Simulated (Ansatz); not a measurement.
TePd3 under changes of volume

One of the cells (17.604 Å³/atom); the others are scaled copies at fixed shape and fractional positions:

```xyz
4
Lattice="2.4803 -2.4924 0.0000 2.4803 2.4924 0.0000 0.0000 0.0000 5.6953" Properties=species:S:1:pos:R:3 pbc="T T T"
Te    0.0000    0.0000    0.0000
Pd    2.4803    0.0000    1.4347
Pd    0.0000    0.0000    2.8477
Pd    2.4803    0.0000    4.2606
```

The cell comes from a database or a generator and needn't be the stable form of this composition.

- Program: Ansatz 0.2.0
- Functional: PBEsol
- Potentials or basis: all-electron LAPW, scalar-relativistic
- Cutoff: 251 eV (chosen from the basis error)
- Basis error allowed: 0.001 eV/atom
- k mesh: 8 × 8 × 5
- Occupations: fermi-dirac, width 0.05 eV
- Spin: no spin polarisation

| volume (Å³/atom) | energy over the lowest point (meV/atom) | pressure (GPa) | largest force (eV/Å) |
| --- | --- | --- | --- |
| 16.548 | 0.00 | 0.1 | 0.093 |
| 16.900 | 3.38 | -3.1 | 0.082 |
| 17.252 | 13.33 | -5.9 | 0.071 |
| 17.604 | 29.02 | -8.3 | 0.059 |
| 17.956 | 49.69 | -10.4 | 0.047 |
| 18.308 | ? | ? | ? |
| 18.660 | 103.41 | -13.8 | 0.022 |

Q: What does the run at 18.308 Å³/atom give?

A: Energy over the lowest point 74.68 meV/atom; pressure -12.2 GPa; largest force 0.035 eV/Å.

Worked out: A Birch-Murnaghan fit of order 3 (a polynomial in V^(-2/3)) to the other rows has its minimum at 16.56 Å³/atom with B0 = V·E''(V) = 161 GPa and B' = 5.5 at fixed shape and positions, which overstates the stiffness. It gives 74.68 meV/atom at 18.308 Å³/atom, against the run's 74.68, and -dE/dV = -12.3 GPa, against -12.2.

Energies are extrapolated to zero smearing.

The runs don't all hold the same shells in valence.
